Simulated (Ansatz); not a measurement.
# BrCl2GaH2: the cost of one run

All numbers below are computed with Ansatz 0.2.0 (RKS PBE/def2-SVP).

## Step 1: The system as given

Bond lengths: Ga1–Cl3 2.240 Å, Ga1–Cl4 2.240 Å, Ga1–Br5 2.720 Å. Angles: Cl3–Ga1–Cl4 120.0°, Cl3–Ga1–Br5 97.0°, Cl4–Ga1–Br5 101.2°.

Structure file:

```xyz
6

Ga    0.0000    0.0000    0.0000
H     0.0000    0.0000    1.9200
Cl    1.9398    0.0000   -1.1200
Cl   -1.9398    0.0000   -1.1200
Br    0.1137   -2.5787    0.8577
H     0.0425   -0.9650    2.0083
```

## Step 2: Pulling towards end A

Springs on the bonds that form and break draw the guess towards this end; the thresholds are loose.

Input file input.yaml:

```yaml
crystal:
  periodic: [false, false, false]
  atoms:
    - { symbol: Ga, position_ang: [0.0, 0.0, 0.0] }
    - { symbol: H, position_ang: [0.0, 0.0, 1.92] }
    - { symbol: Cl, position_ang: [1.9398, 0.0, -1.12] }
    - { symbol: Cl, position_ang: [-1.9398, 0.0, -1.12] }
    - { symbol: Br, position_ang: [0.1137, -2.5787, 0.8577] }
    - { symbol: H, position_ang: [0.0425, -0.965, 2.0083] }
basis:
  gaussian: { orbitals: def2-SVP }
hamiltonian:
  xc: pbe
relax:
  f_tol: 0.15
  max_steps: 25
  restrain:
    - { distance: [0, 4], at: 3.62, k: 30.0 }
    - { distance: [5, 1], at: 1.86, k: 30.0 }
    - { distance: [0, 1], at: 1.57, k: 30.0 }
    - { distance: [5, 4], at: 1.55, k: 30.0 }
```

On the command line:

```bash
$ ansatz run input.yaml --threads 4 --pin off --max-ram 5120MiB --backend cpu --events-out ev --progress --plain --runs-dir out
```

Q: Estimate wall time and peak memory on 4 threads of Intel Xeon 6975P-C (Granite Rapids), shared host.

About 3.9 s, with a peak of 0.19 GiB.
